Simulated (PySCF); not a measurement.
# AlH2BrF− (SMILES [F][AlH2-][Br]): a first try and a second

Wanted: a single-point energy of AlH2BrF−, M06-2X-D3(0)/aug-cc-pVDZ-DK (sfX2C).

The results are computed with PySCF 2.14.0.

4 further runs of the same task are left out: 1 that didn't finish, 3 set aside as unsound or not needed.

## Step 1: The system as given

The species is AlH2BrF− (5 atoms), meant as a singlet with charge -1. SMILES: `[F][AlH2-][Br]`. The shape comes from GFN2-xTB, which is rough for such elements, and wasn't checked as a minimum.

Bond lengths: F1–Al2 1.688 Å, Al2–Br3 2.316 Å, Al2–H4 1.582 Å, Al2–H5 1.583 Å. Angles: F1–Al2–Br3 111.0°, F1–Al2–H4 109.8°, F1–Al2–H5 109.8°, Br3–Al2–H4 106.3°, Br3–Al2–H5 106.2°, H4–Al2–H5 113.6°.

## Step 2: Try one

File input.xyz:

```xyz
5

F     -1.213430     0.305530     1.207960
Al    -0.128150     0.082510    -0.066010
Br     1.755180    -1.067620     0.637910
H     -0.796400    -0.806870    -1.191340
H      0.382800     1.486460    -0.588530
```

File run.py:

```python
from pyscf import gto, dft

mol = gto.Mole()
mol.atom = 'input.xyz'
mol.charge = -1
mol.symmetry = True
mol.basis = 'aug-cc-pvdz-dk'
mol.max_memory = 1860
mol.verbose = 3
mol.build()

mf = dft.RKS(mol, xc='m06-2x')
mf = mf.sfx2c1e()
mf.disp = 'd3zero'
mf.max_cycle = 8
mf.init_guess = '1e'
mf.kernel()

energy = mf.e_tot
print('E(%s) = %.9f' % ('M06-2X', energy))
dip = mf.dip_moment()
pop, q = mf.mulliken_pop()
```

Launch:

```console
$ OMP_NUM_THREADS=1 python run.py
```

Output:

```text
SCF not converged.
SCF energy = -2765.96053868773
E(M06-2X) = -2765.960538688
Dipole moment(X, Y, Z, Debye): 229.58303, -118.03122,  1.43294
 ** Mulliken pop  **
pop of  0 F 1s            2.00192
pop of  0 F 2s            1.76409
pop of  0 F 3s            0.64447
pop of  0 F 4s            2.33309
pop of  0 F 2px           1.97679
pop of  0 F 2py           1.98570
pop of  0 F 2pz           1.98693
pop of  0 F 3px           0.58967
pop of  0 F 3py           1.05299
pop of  0 F 3pz           0.79645
pop of  0 F 4px           0.03102
pop of  0 F 4py           0.22469
pop of  0 F 4pz          -0.09161
pop of  0 F 3dxy          0.17587
pop of  0 F 3dyz          0.06465
pop of  0 F 3dz^2         0.10788
pop of  0 F 3dxz          0.15705
pop of  0 F 3dx2-y2       0.14279
pop of  0 F 4dxy          1.06081
pop of  0 F 4dyz          0.53155
pop of  0 F 4dz^2         0.78797
pop of  0 F 4dxz          1.10386
pop of  0 F 4dx2-y2       0.91270
pop of  1 Al 1s           2.00012
pop of  1 Al 2s           1.96922
pop of  1 Al 3s           3.20755
pop of  1 Al 4s          -0.08967
pop of  1 Al 5s           0.23069
pop of  1 Al 2px          1.91153
pop of  1 Al 2py          1.91284
pop of  1 Al 2pz          1.90914
pop of  1 Al 3px          2.63171
pop of  1 Al 3py          2.96446
pop of  1 Al 3pz          2.82793
pop of  1 Al 4px         -0.05891
pop of  1 Al 4py          0.35088
pop of  1 Al 4pz         -0.05093
pop of  1 Al 5px          0.00779
pop of  1 Al 5py          0.01229
pop of  1 Al 5pz         -0.01014
pop of  1 Al 3dxy         0.68404
pop of  1 Al 3dyz         0.71019
pop of  1 Al 3dz^2        0.56143
pop of  1 Al 3dxz         0.19973
pop of  1 Al 3dx2-y2      0.40021
pop of  1 Al 4dxy         0.07123
pop of  1 Al 4dyz         0.03606
pop of  1 Al 4dz^2       -0.00180
pop of  1 Al 4dxz        -0.17086
pop of  1 Al 4dx2-y2     -0.00691
pop of  2 Br 1s           2.00001
pop of  2 Br 2s           2.00011
pop of  2 Br 3s           1.98019
pop of  2 Br 4s           0.03177
pop of  2 Br 5s          -0.06714
pop of  2 Br 6s           0.03333
pop of  2 Br 2px          1.99999
pop of  2 Br 2py          1.99999
pop of  2 Br 2pz          1.99999
pop of  2 Br 3px          1.98238
pop of  2 Br 3py          1.98386
pop of  2 Br 3pz          1.98423
pop of  2 Br 4px          0.01753
pop of  2 Br 4py          0.01271
pop of  2 Br 4pz          0.01101
pop of  2 Br 5px         -0.14702
pop of  2 Br 5py         -0.04443
pop of  2 Br 5pz         -0.00773
pop of  2 Br 6px          0.05603
pop of  2 Br 6py          0.01618
pop of  2 Br 6pz         -0.01077
pop of  2 Br 3dxy         0.00244
pop of  2 Br 3dyz         0.00044
pop of  2 Br 3dz^2        0.00083
pop of  2 Br 3dxz         0.00156
pop of  2 Br 3dx2-y2      0.00196
pop of  2 Br 4dxy        -0.00208
pop of  2 Br 4dyz         0.00020
pop of  2 Br 4dz^2       -0.00089
pop of  2 Br 4dxz         0.00031
pop of  2 Br 4dx2-y2     -0.00045
pop of  2 Br 5dxy        -0.06725
pop of  2 Br 5dyz        -0.00650
pop of  2 Br 5dz^2       -0.02325
pop of  2 Br 5dxz        -0.01814
pop of  2 Br 5dx2-y2     -0.02697
pop of  3 H 1s            0.87667
pop of  3 H 2s           -0.97916
pop of  3 H 3s           -0.14992
pop of  3 H 2px          -0.00081
pop of  3 H 2py          -0.00531
pop of  3 H 2pz           0.00408
pop of  3 H 3px          -0.19973
pop of  3 H 3py          -0.32272
pop of  3 H 3pz          -0.33324
pop of  4 H 1s            0.86573
pop of  4 H 2s           -0.99412
pop of  4 H 3s           -0.15254
pop of  4 H 2px           0.01857
pop of  4 H 2py          -0.03193
pop of  4 H 2pz           0.01167
pop of  4 H 3px          -0.07437
pop of  4 H 3py          -0.64175
pop of  4 H 3pz          -0.13671
 ** Mulliken atomic charges  **
charge of    0F =    -11.34132
charge of    1Al =    -11.20981
charge of    2Br =     17.30556
charge of    3H =      2.11012
charge of    4H =      2.13545
```

Wall time 11 s (1 thread of Arm Neoverse V2, shared host); peak memory 0.55 GiB.

## Step 3: Reading the log

The run stopped without converging.

The telling line is `SCF not converged.`. The fault: the starting guess is poor and few iterations are allowed. The sound input differs in these keys, not all of which need be the cause: starting guess minao in place of 1e; iteration cap at its default in place of 8.

## Step 4: Try two

File geometry.xyz:

```xyz
5
AlBrFH2
F     -1.213430     0.305530     1.207960
Al    -0.128150     0.082510    -0.066010
Br     1.755180    -1.067620     0.637910
H     -0.796400    -0.806870    -1.191340
H      0.382800     1.486460    -0.588530
```

File input.py:

```python
# [F][AlH2-][Br]
from pyscf import gto, dft

mol = gto.M(
    atom='geometry.xyz',
    charge=-1,
    basis='aug-cc-pvdz-dk',
    symmetry=True,
    verbose=4,
    max_memory=1860,
)

mf = dft.RKS(mol)
mf.xc = 'm06-2x'
mf = mf.x2c()
mf.disp = 'd3zero'
mf.kernel()

e_final = mf.e_tot
print(f'total energy: {e_final:.8f} hartree')
dip = mf.dip_moment()
pop, q = mf.mulliken_pop()
```

Launch:

```console
$ OMP_NUM_THREADS=1 python input.py
```

Output:

```text
PySCF version 2.14.0

[INPUT] num. atoms = 5
[INPUT] num. electrons = 60
[INPUT] charge = -1
[INPUT] spin (= nelec alpha-beta = 2S) = 0
[INPUT] symmetry True subgroup None
[INPUT] Mole.unit = angstrom
[INPUT] Symbol           X                Y                Z      unit          X                Y                Z       unit  Magmom
[INPUT]  1 F     -1.213430000000   0.305530000000   1.207960000000 AA   -2.293050371331   0.577368022838   2.282713569430 Bohr   0.0
[INPUT]  2 Al    -0.128150000000   0.082510000000  -0.066010000000 AA   -0.242168402863   0.155921302538  -0.124740821483 Bohr   0.0
[INPUT]  3 Br     1.755180000000  -1.067620000000   0.637910000000 AA    3.316809499314  -2.017509405108   1.205475192121 Bohr   0.0
[INPUT]  4 H     -0.796400000000  -0.806870000000  -1.191340000000 AA   -1.504977885604  -1.524763318128  -2.251306321239 Bohr   0.0
[INPUT]  5 H      0.382800000000   1.486460000000  -0.588530000000 AA    0.723387160484   2.809002295121  -1.112160516090 Bohr   0.0

nuclear repulsion = 215.03914824093
point group symmetry = C1
symmetry origin: [0. 0. 0.]
symmetry axis x: [1. 0. 0.]
symmetry axis y: [0. 1. 0.]
symmetry axis z: [0. 0. 1.]
num. orbitals of irrep A = 104
number of shells = 35
number of NR pGTOs = 193
number of NR cGTOs = 104
basis = aug-cc-pvdz-dk
ecp = {}

[... 58 lines left out ...]
converged SCF energy = -2950.46048935773
total energy: -2950.46048936 hartree
Dipole moment(X, Y, Z, Debye): -1.31257,  1.02294, -1.34344
[... 71 lines left out ...]
pop of  2 Br 6pz          0.07451
pop of  2 Br 3dxy         1.98899
pop of  2 Br 3dyz         1.98923
pop of  2 Br 3dz^2        1.98918
pop of  2 Br 3dxz         1.98909
pop of  2 Br 3dx2-y2      1.98904
pop of  2 Br 4dxy         0.01402
pop of  2 Br 4dyz         0.01136
pop of  2 Br 4dz^2        0.01161
pop of  2 Br 4dxz         0.01268
pop of  2 Br 4dx2-y2      0.01286
pop of  2 Br 5dxy        -0.00100
pop of  2 Br 5dyz        -0.00020
pop of  2 Br 5dz^2       -0.00009
pop of  2 Br 5dxz        -0.00098
pop of  2 Br 5dx2-y2     -0.00003
pop of  3 H 1s            0.73449
pop of  3 H 2s            0.21803
pop of  3 H 3s           -0.02570
pop of  3 H 2px           0.00100
pop of  3 H 2py           0.00188
pop of  3 H 2pz           0.00267
pop of  3 H 3px           0.00199
pop of  3 H 3py          -0.00466
pop of  3 H 3pz          -0.00134
pop of  4 H 1s            0.73439
pop of  4 H 2s            0.21822
pop of  4 H 3s           -0.02558
pop of  4 H 2px           0.00069
pop of  4 H 2py           0.00416
pop of  4 H 2pz           0.00068
pop of  4 H 3px          -0.00462
pop of  4 H 3py          -0.00058
pop of  4 H 3pz           0.00117
 ** Mulliken atomic charges  **
charge of    0F =     -0.66731
charge of    1Al =      0.07399
charge of    2Br =     -0.54981
charge of    3H =      0.07164
charge of    4H =      0.07148
```

It took 14 s on 1 thread of Arm Neoverse V2, shared host; peak memory 0.55 GiB.

## Step 5: Summary of results

At M06-2X-D3(0)/aug-cc-pVDZ-DK (sfX2C):

| quantity | value |
| --- | --- |
| total energy | -2950.46049 Eh |
| HOMO energy | -3.78 eV |
| LUMO energy | 2.88 eV |
| HOMO–LUMO gap (to an unbound level, set by the basis) | 6.66 eV |
| dispersion energy | -0.02 kJ/mol |
